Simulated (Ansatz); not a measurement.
# UB3LYP/STO-3G run of BSiH2F (SMILES B[Si]F)

What is the electronic atomisation energy of BSiH2F at UB3LYP/STO-3G? 

The calculation is run with Ansatz 0.2.0.

63 further runs of the same task are left out: 3 that didn't finish, 60 set aside as unsound or not needed.

### 1 The system as given

The species is BSiH2F (5 atoms), meant as a triplet with charge 0. As SMILES, `B[Si]F`. The coordinates come from a GFN2-xTB relaxation.

Bond lengths: B1–Si2 1.877 Å, Si2–F3 1.654 Å, B1–H4 1.171 Å, B1–H5 1.174 Å. Angles: B1–Si2–F3 118.5°, Si2–B1–H4 120.0°, Si2–B1–H5 119.8°, H4–B1–H5 120.2°.

### 2 A single-point energy at UB3LYP/STO-3G

molecule.yaml reads:

```yaml
crystal:
  periodic: [false, false, false]
  atoms:
    - {symbol: B, position_ang: [0.234950, 0.685700, -0.124130]}
    - {symbol: Si, position_ang: [-0.890020, -0.807470, -0.293660]}
    - {symbol: F, position_ang: [-0.519870, -2.176130, 0.558950]}
    - {symbol: H, position_ang: [-0.000350, 1.667090, -0.717680]}
    - {symbol: H, position_ang: [1.175290, 0.630810, 0.576520]}
basis:
  gaussian:
    orbitals: STO-3G
magnetization:
  spin_polarized: true
  initial_magnetization: 2
hamiltonian:
  xc: {name: B3LYP}
accuracy: high
```

Command:

```console
ansatz run molecule.yaml --threads 1 --pin off --max-ram 2610MiB --events-out events.jsonl --progress --plain --runs-dir runs
```

Log:

```text
Warning: RAYON_NUM_THREADS=1 ignored (pool sized by the plan → 1); use --threads N
Functional definition: B3LYP
  name "B3LYP"
  parameter a0 = 0.2
  parameter ax = 0.72
  parameter ac = 0.81
  exchange = (1 - a0 - ax)*slater_x + ax*b88_x + a0*exact_x
  correlation = (1 - ac)*vwn_rpa_c + ac*lyp_c
380 factors; integrals over basis functions are off by at most 1.0e-8 eV
mean field evaluation 1: about -11159.5964 eV, gradient 1.3e1 eV
mean field evaluation 2: about -11157.7943 eV, gradient 2.1e1 eV
mean field evaluation 4: about -11161.1605 eV, gradient 1.7e0 eV
mean field evaluation 8: about -11161.1539 eV, gradient 8.0e-2 eV
mean field evaluation 16: about -11161.1540 eV, gradient 3.7e-6 eV
mean field -11161.15397438 eV, -410.1648432568 hartree, gradient 5.2e-8 eV, S^2 2.002037; 0 other end points of the search recorded, 0 dependent functions left out
reference -11161.15400018 eV, -410.1648442046 hartree; 16, 14 occupied and 5, 7 virtual orbitals, 380 factors
Total energy: -11161.15400018 eV, -410.1648442046 hartree
```

It took 2.2 s on 1 thread of Arm Neoverse V1, shared host; peak memory 0.13 GiB.

### 3 The B atom

input.yaml reads:

```yaml
crystal:
  periodic: [false, false, false]
  atoms:
    - {symbol: B, position_ang: [0.000000, 0.000000, 0.000000]}
basis:
  gaussian: {orbitals: STO-3G}
magnetization: {spin_polarized: true, initial_magnetization: 1}
hamiltonian: {xc: {name: B3LYP}}
accuracy: high
```

Run the same way, it converges to -24.28154 Eh (log not shown).

### 4 The F atom

job.yaml reads:

```yaml
basis:
  gaussian: {orbitals: STO-3G}
crystal:
  periodic: [false, false, false]
  atoms:
    - {symbol: F, position_ang: [0.000000, 0.000000, 0.000000]}
magnetization: {spin_polarized: true, initial_magnetization: 1}
hamiltonian: {xc: {name: B3LYP}}
accuracy: high
```

Run the same way, it converges to -98.26898 Eh (log not shown).

### 5 The H atom at the same level

input.yaml reads:

```yaml
crystal:
  periodic: [false, false, false]
  atoms:
    - {symbol: H, position_ang: [0.000000, 0.000000, 0.000000]}
basis:
  gaussian: {orbitals: STO-3G}
accuracy: high
magnetization: {spin_polarized: true, initial_magnetization: 1}
hamiltonian: {xc: {name: B3LYP}}
```

Run the same way, it converges to -0.46753 Eh (log not shown).

### 6 The Si atom at the same level

in.yaml reads:

```yaml
crystal:
  periodic: [false, false, false]
  atoms:
    - symbol: Si
      position_ang: [0.000000, 0.000000, 0.000000]
basis:
  gaussian:
    orbitals: STO-3G
accuracy: high
magnetization:
  spin_polarized: true
  initial_magnetization: 2
hamiltonian:
  xc: {name: B3LYP}
```

Run the same way, it converges to -285.94209 Eh (log not shown).

### 7 Outcome

At UB3LYP/STO-3G:

```
                     quantity          value
       molecule: total energy  -410.16484 Eh
               molecule: ⟨S²⟩          2.002
         B atom: total energy   -24.28154 Eh
                 B atom: ⟨S²⟩          0.750
         F atom: total energy   -98.26898 Eh
                 F atom: ⟨S²⟩          0.750
         H atom: total energy    -0.46753 Eh
                 H atom: ⟨S²⟩          0.750
        Si atom: total energy  -285.94209 Eh
                Si atom: ⟨S²⟩          2.000
electronic atomisation energy      20.059 eV
```

Taking the molecule apart into free atoms costs 20.06 eV (463 kcal/mol), before zero-point energy and without spin-orbit coupling. In a minimal basis such a difference can be off by several eV, whatever the method.
